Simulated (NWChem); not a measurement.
**BH3TeO2 (SMILES OB(O)[TeH]): levels of theory compared**

We compute a comparison of 3 runs (HF/STO-3G, HF/3-21G, CCSD/def2-SVP) of BH3TeO2. 

The calculation is run with NWChem 7.3.0.

## 1. The system as given

BH3TeO2 has 7 atoms, charge 0, and is taken as a singlet. SMILES: `OB(O)[TeH]`. The coordinates come from a PBE0-D4/def2-TZVP relaxation. This is one conformer, not always the lowest.

Bond lengths: O1–B2 1.352 Å, B2–O3 1.354 Å, B2–Te4 2.206 Å, O1–H5 0.957 Å, O3–H6 0.957 Å, Te4–H7 1.657 Å. Angles: O1–B2–O3 116.8°, O1–B2–Te4 122.8°, O3–B2–Te4 120.4°, B2–O1–H5 114.6°, B2–O3–H6 115.7°, B2–Te4–H7 93.3°.

## 2. Energy and gradient at HF/STO-3G (run 1)

bh3o2te.nw

```
start bh3o2te
title "BH3O2Te"
memory 2200 mb

geometry units bohr noautosym nocenter noautoz
 O    0.24585337   2.69248178  -0.19350796
 B    0.46241598   0.28856118   0.64704223
 O    1.76632701  -0.06198302   2.82136110
 Te  -1.19695253  -2.96403543  -1.36513815
 H   -0.68653750   2.86973809  -1.73401269
 H    1.90219832  -1.77426386   3.38865689
 H   -2.37746444  -1.17918910  -3.65057293
end

basis spherical bse
 * library STO-3G
end

scf
 thresh 1e-08
 maxiter 80
end

task scf gradient
```

On the command line:

```sh
nwchem bh3o2te.nw > bh3o2te.out
```

Standard output:

```text
[...]
  functions       =    45
[...]
  wavefunction    = RHF
[...]
         Total SCF energy =  -6721.041103073922
      One-electron energy =  -9873.716244195410
      Two-electron energy =   2851.415598300217
 Nuclear repulsion energy =    301.259542821271
        Time for solution =      8.3s
[...]
                         RHF ENERGY GRADIENTS
    atom               coordinates                        gradient
                 x          y          z           x          y          z
   1 O       0.245853   2.692482  -0.193508   -0.018913   0.001176  -0.030741
   2 B       0.462416   0.288561   0.647042   -0.000274   0.012263  -0.002907
   3 O       1.766327  -0.061983   2.821361    0.001461  -0.040480   0.010577
   4 Te     -1.196953  -2.964035  -1.365138    0.006968  -0.011116   0.013618
   5 H      -0.686538   2.869738  -1.734013    0.015166  -0.000753   0.024605
   6 H       1.902198  -1.774264   3.388657    0.000701   0.028222  -0.004625
   7 H      -2.377464  -1.179189  -3.650573   -0.005109   0.010687  -0.010527
[...]
```

Wall time 13 s (1 thread of AMD EPYC 7R43 (Zen 3), shared host); peak memory 0.092 GiB.

## 3. Energy and forces at HF/3-21G (run 2)

bh3o2te.nw

```
START bh3o2te
TITLE "BH3O2Te hf"
memory 2200 mb
GEOMETRY units angstroms noautosym nocenter noautoz
  O     0.130100    1.424800   -0.102400
  B     0.244700    0.152700    0.342400
  O     0.934700   -0.032800    1.493000
  Te   -0.633400   -1.568500   -0.722400
  H    -0.363300    1.518600   -0.917600
  H     1.006600   -0.938900    1.793200
  H    -1.258100   -0.624000   -1.931800
END
BASIS spherical bse
  * library 3-21G
END
SCF
  thresh 1e-08
  maxiter 80
END
TASK scf gradient
```

On the command line:

```sh
nwchem bh3o2te.nw > bh3o2te.out
```

Standard output:

```text
[...]
  functions       =    64
[...]
  wavefunction    = RHF
[...]
         Total SCF energy =  -6757.983141747974
      One-electron energy =  -9906.888650439967
      Two-electron energy =   2847.645944132264
 Nuclear repulsion energy =    301.259564559730
        Time for solution =      6.9s
[...]
                         RHF ENERGY GRADIENTS
    atom               coordinates                        gradient
                 x          y          z           x          y          z
   1 O       0.245853   2.692482  -0.193508    0.006274  -0.006075   0.011378
   2 B       0.462416   0.288561   0.647042   -0.005224  -0.005822  -0.007205
   3 O       1.766327  -0.061983   2.821361   -0.003592   0.009652  -0.007805
   4 Te     -1.196952  -2.964035  -1.365138    0.003597   0.015732   0.002553
   5 H      -0.686537   2.869738  -1.734013    0.001843  -0.013235   0.005658
   6 H       1.902198  -1.774264   3.388657   -0.006447   0.003217  -0.011044
   7 H      -2.377464  -1.179189  -3.650573    0.003549  -0.003469   0.006464
[...]
```

It took 11 s on 1 thread of AMD EPYC 7R43 (Zen 3), shared host; peak memory 0.096 GiB.

## 4. A single-point energy at CCSD/def2-SVP (core potential) (run 3)

run.py

```python
from ase import Atoms
from ase.calculators.nwchem import NWChem

atoms = Atoms('OBOTeHHH', positions=[
    [0.130100, 1.424800, -0.102400],
    [0.244700, 0.152700, 0.342400],
    [0.934700, -0.032800, 1.493000],
    [-0.633400, -1.568500, -0.722400],
    [-0.363300, 1.518600, -0.917600],
    [1.006600, -0.938900, 1.793200],
    [-1.258100, -0.624000, -1.931800],
])

calc = NWChem(
    label='geom',
    theory='ccsd',
    memory='2200 mb',
    basis='def2-SVP',
    basispar='spherical bse',
    scf={'nopen': '0', 'rhf': None, 'thresh': '1e-08', 'maxiter': '80'},
    ccsd={'freeze': 'core 7', 'maxiter': '60'},
    task='energy',
    **{'ecp bse': {'Te library': 'def2-SVP'}},
)
atoms.calc = calc

e = atoms.get_potential_energy()
print(f"E = {e:.6f} eV")
```

On the command line:

```sh
export ASE_NWCHEM_COMMAND="nwchem PREFIX.nwi > PREFIX.nwo"
python run.py
```

Standard output:

```text
E = -12074.560403 eV
```

The calculator wrote geom.nwi:

```
title "geom"

permanent_dir geom

scratch_dir geom

start geom

geometry units angstrom nocenter noautosym noautoz
  O  1.3009999999999999e-01 1.4248000000000001e+00 -1.0240000000000000e-01
  B  2.4470000000000000e-01 1.5270000000000000e-01 3.4239999999999998e-01
  O  9.3469999999999998e-01 -3.2800000000000003e-02 1.4930000000000001e+00
  Te -6.3339999999999996e-01 -1.5685000000000000e+00 -7.2240000000000004e-01
  H  -3.6330000000000001e-01 1.5185999999999999e+00 -9.1759999999999997e-01
  H  1.0065999999999999e+00 -9.3889999999999996e-01 1.7931999999999999e+00
  H  -1.2581000000000000e+00 -6.2400000000000000e-01 -1.9318000000000000e+00
end

memory 2200 mb

basis spherical bse noprint
   * library def2-SVP
end

scf
  nopen 0
  rhf
  thresh 1e-08
  maxiter 80
end
ccsd
  freeze core 7
  maxiter 60
end
ecp bse
  Te library def2-SVP
end

task ccsd energy
```

geom.nwo:

```text
Northwest Computational Chemistry Package (NWChem) 7.3.0
             --------------------------------------------------------

           Job information
           ---------------

    nwchem branch   = 7.3.0
    use scalapack   = T
    input           = geom.nwi
    prefix          = geom.
    data base       = geom/geom.db
    status          = startup
    nproc           =        1

           Memory information
           ------------------

[... 5 lines left out ...]
    hardfail = no
[... 138 lines left out ...]
         Quadratically convergent ROHF
[... 19 lines left out ...]
      One-electron energy =  -1054.196785000147
[... 283 lines left out ...]
 Reference energy:           -443.130171698955962
[... 23 lines left out ...]
  Failed reading restart vector from geom/geom.t2
[... 3 lines left out ...]
             energy      energy      error      ampl     ampl      Block
[... 6 lines left out ...]
                  *************converged*************
[... 16 lines left out ...]
 Total SCS-CCSD energy:                -443.874806633227706
[... 1 line left out ...]
 routine      calls  cpu(0)   cpu-min  cpu-ave  cpu-max   i/o
 aoccsd          1     0.08     0.08     0.08     0.08    0.00
 iterdrv         1     0.07     0.07     0.07     0.07    0.00
 pampt          13     0.54     0.54     0.54     0.54    0.00
[... 9 lines of this table left out ...]
 Total               191.87   191.87   191.87   191.87    0.00

 Task  times  cpu:      232.5s     wall:      232.5s
 Total times  cpu:      232.6s     wall:      232.6s
```

Run time: 3.9 min. Hardware: 1 thread of AMD EPYC 7R43 (Zen 3), shared host; peak memory 0.27 GiB.

## 5. Overview of the runs

```
run                           level      task  module   energy (Eh)  dipole moment (D)  HOMO energy (eV)  LUMO energy (eV)  wall time
  1                       HF/STO-3G  gradient     scf  -6721.041103               1.05             -6.58              8.63       13 s
  2                        HF/3-21G  gradient     scf  -6757.983142               1.74             -9.03              2.70       11 s
  3  CCSD/def2-SVP (core potential)    energy    ccsd   -443.731914                  –             -8.93              2.45    3.9 min
```

## 6. Outcome

```
                                          quantity          value
                               run 3: total energy  -443.73191 Eh
        run 3: HOMO energy (Hartree–Fock orbitals)       -8.93 eV
        run 3: LUMO energy (Hartree–Fock orbitals)        2.45 eV
      run 3: HOMO–LUMO gap (Hartree–Fock orbitals)       11.38 eV
run 3: correlation energy (7 core orbitals frozen)     -601.7 mEh
```

In words: Some runs of one species differ in core potentials or relativity; totals across that change don't compare. In run 1 the basis is minimal, so the values are rough. In runs 1, 2 relativity is left out where basis or elements ask for it. All runs together took 4.3 min, the longest 3.9 min.
